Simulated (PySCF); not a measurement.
# The bond of SiBr, level by level

An exercise on one series of results from a longer session: the logs are not shown, and one member is left open.

The runs use PySCF 2.14.0; Si def2-TZVPP, Br def2-TZVPP, no relativity.

Set-up of the first run:

Settings of the job:

- atoms: Si, Br
- charge: 0
- basis: Si def2-TZVPP, Br def2-TZVPP
- Hamiltonian: no relativity
- basis functions: 90
- electrons treated: 49
- masses in u: 27.9769, 78.9183
- levels: PBE0, PBE, r²SCAN, B97-3, revPBE, TPSS, BP86, CAM-B3LYP, HF, MP2, SCS-MP2, CCSD, CCSD(T)
- grid: 80 radial by 434 angular points
- occupations: held fixed by the projection of orbital angular momentum
- dissociation limit: Si + Br, each in its ground configuration
- starting distance in angstrom: 2.230
- values of 2S to try: 1, 3

Started as:

```console
$ OMP_NUM_THREADS=1 python dia.py task.json out
```

Among the steps run: The job; The PBE0 curve of the state that the search chose; Other states along the same grid; PBE; r²SCAN (meta-GGA); B97-3 (global hybrid GGA); revPBE (GGA); TPSS; BP86 (GGA); CAM-B3LYP (range-separated hybrid); UHF; MP2 and coupled cluster.

One of the session's tables, all rows but one given; the rest of the session is left out.

Energy (eV) from each level's lowest point:

| R (Å) | UHF | UHF-MP2 | UHF-SCS-MP2 | UHF-CCSD | UHF-CCSD(T) |
| --- | --- | --- | --- | --- | --- |
| 1.925 | 1.130 | 1.003 | 1.037 | n/a | n/a |
| 2.015 | 0.513 | 0.426 | 0.450 | 0.452 | 0.458 |
| 2.105 | 0.171 | 0.121 | 0.135 | 0.136 | 0.140 |
| 2.172 | 0.045 | 0.021 | 0.028 | 0.028 | 0.030 |
| 2.239 | 0.000 | 0.000 | 0.000 | 0.000 | 0.000 |
| 2.306 | ? | ? | ? | ? | ? |
| 2.396 | 0.112 | 0.161 | 0.146 | 0.146 | 0.142 |
| 2.508 | 0.306 | 0.386 | 0.359 | 0.362 | 0.354 |
| 2.642 | 0.604 | 0.716 | 0.677 | 0.681 | 0.669 |
| 2.821 | 1.051 | 1.198 | 1.145 | n/a | n/a |

Q: Estimate the row for R (Å) = 2.306 from the others.

Worked estimate for «UHF». A straight line through the neighbours (2.239, 0.000) and (2.396, 0.112) gives 0.000 + (0.112 − 0.000) × (2.306 − 2.239) / (2.396 − 2.239) = 0.048; a parabola fitted to 4 rows on both sides gives 0.023.

As computed: UHF: 0.018; UHF-MP2: 0.040; UHF-SCS-MP2: 0.033; UHF-CCSD: 0.033; UHF-CCSD(T): 0.031. In «UHF» the line misses by +0.030 and the parabola by +0.005.

State 2 has its PBE0 minimum 2.75 eV higher. The other levels ran on the lowest alone.
